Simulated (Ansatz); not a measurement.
Relaxation of a periodic cell of 33 atoms, Al$_{32}$Ga (host Al, host structure fcc, interstitial Ga), to a largest force component of 0.08 eV/Å in at most 25 steps.

Computed with DFT PBE, scalar-relativistic, plane waves, PAW (Ansatz 0.2.0). Settings: accuracy low, PAW set soft_1, cutoff 420 eV, k mesh 2x2x2, fermi-dirac smearing 0.05 eV, no spin polarisation.

```xyz
33
Lattice="8.1000 0.0000 0.0000 0.0000 8.1000 0.0000 0.0000 0.0000 8.1000" Properties=species:S:1:pos:R:3:forces:R:3
Al 4.050 0.000 0.000 0.01 0.00 -0.02
Al 6.075 2.025 0.000 0.15 -0.16 -0.15
Al 6.075 0.000 2.025 0.02 0.00 0.00
Al 0.000 0.000 0.000 0.00 0.00 0.13
Al 2.025 2.025 0.000 -0.13 -0.13 -0.13
Al 4.050 4.050 0.000 -0.17 -0.11 -7.35
Al 6.075 6.075 0.000 0.17 0.17 -0.17
Al 2.025 0.000 2.025 -0.02 0.00 0.00
Al 4.050 2.025 2.025 -0.15 -6.33 0.04
Al 6.075 4.050 2.025 8.30 -0.13 0.05
Al 4.050 0.000 4.050 0.01 0.00 0.02
Al 6.075 2.025 4.050 0.14 -0.15 0.15
Al 6.075 0.000 6.075 -0.13 0.00 0.00
Al 0.000 4.050 0.000 0.00 0.00 -0.02
Al 2.025 6.075 0.000 -0.15 0.14 -0.14
Al 0.000 2.025 2.025 -0.01 -0.02 0.00
Al 2.025 4.050 2.025 -5.99 -0.09 0.04
Al 4.050 6.075 2.025 -0.18 7.84 0.05
Al 0.000 0.000 4.050 0.00 0.00 -0.13
Al 2.025 2.025 4.050 -0.13 -0.13 0.12
Al 4.050 4.050 4.050 -0.16 -0.10 6.75
Al 6.075 6.075 4.050 0.16 0.16 0.17
Al 2.025 0.000 6.075 0.13 0.00 0.00
Al 4.050 2.025 6.075 0.01 -0.02 0.00
Al 6.075 4.050 6.075 0.02 0.00 0.00
Al 0.000 6.075 2.025 0.00 0.02 0.00
Al 0.000 4.050 4.050 0.00 0.00 0.02
Al 2.025 6.075 4.050 -0.14 0.13 0.14
Al 0.000 2.025 6.075 0.00 0.13 0.00
Al 2.025 4.050 6.075 -0.02 0.00 0.00
Al 4.050 6.075 6.075 0.01 0.02 0.00
Al 0.000 6.075 6.075 0.00 -0.13 0.00
Ga 4.096 4.080 2.013 -1.71 -1.12 0.44
```

**Question.** Where does it end, and by what steps?

**Answer.** The forces met the threshold. Limits of this set-up: coarse k mesh, a small cell, in which the defect meets its images, low accuracy level. After 4 steps the energy has fallen by 7.222 eV; Al10 moved furthest, 0.45 Å. The start is strongly strained (largest force component 8 eV/Å).

```
step  energy less start (eV)  largest force component (eV/Å)  accepted
   0                  0.0000                           8.295       yes
   1                 -5.3592                           3.018       yes
   2                 -6.9069                           1.049       yes
   3                 -7.2156                           0.087       yes
   4                 -7.2218                           0.007       yes
```

```xyz
33
Lattice="8.1000 0.0000 0.0000 0.0000 8.1000 0.0000 0.0000 0.0000 8.1000" Properties=species:S:1:pos:R:3
Al 4.052 0.001 -0.107
Al 6.086 2.016 -0.010
Al 6.183 0.001 2.025
Al 0.001 0.001 -0.025
Al 2.016 2.015 -0.011
Al 4.050 4.050 -0.444
Al 6.086 6.085 -0.010
Al 1.919 0.001 2.025
Al 4.050 1.586 2.025
Al 6.521 4.050 2.025
Al 4.052 0.001 4.157
Al 6.087 2.016 4.060
Al 6.101 0.001 6.075
Al 0.002 4.051 -0.107
Al 2.016 6.086 -0.011
Al 0.002 1.918 2.025
Al 1.587 4.050 2.025
Al 4.050 6.520 2.025
Al 0.001 0.001 4.074
Al 2.015 2.015 4.061
Al 4.050 4.050 4.490
Al 6.086 6.086 4.060
Al 2.002 0.001 6.075
Al 4.052 1.918 6.074
Al 6.183 4.051 6.074
Al 0.002 6.183 2.025
Al 0.002 4.051 4.157
Al 2.016 6.086 4.060
Al 0.001 2.001 6.075
Al 1.919 4.051 6.074
Al 4.052 6.183 6.074
Al 0.001 6.100 6.075
Ga 4.055 4.053 2.023
```

Whether the end is a true minimum wasn't checked by a vibrational analysis.

Time of the run: 39 s on 2 threads of Arm Neoverse V2 (shared host), peak memory 1 GiB.
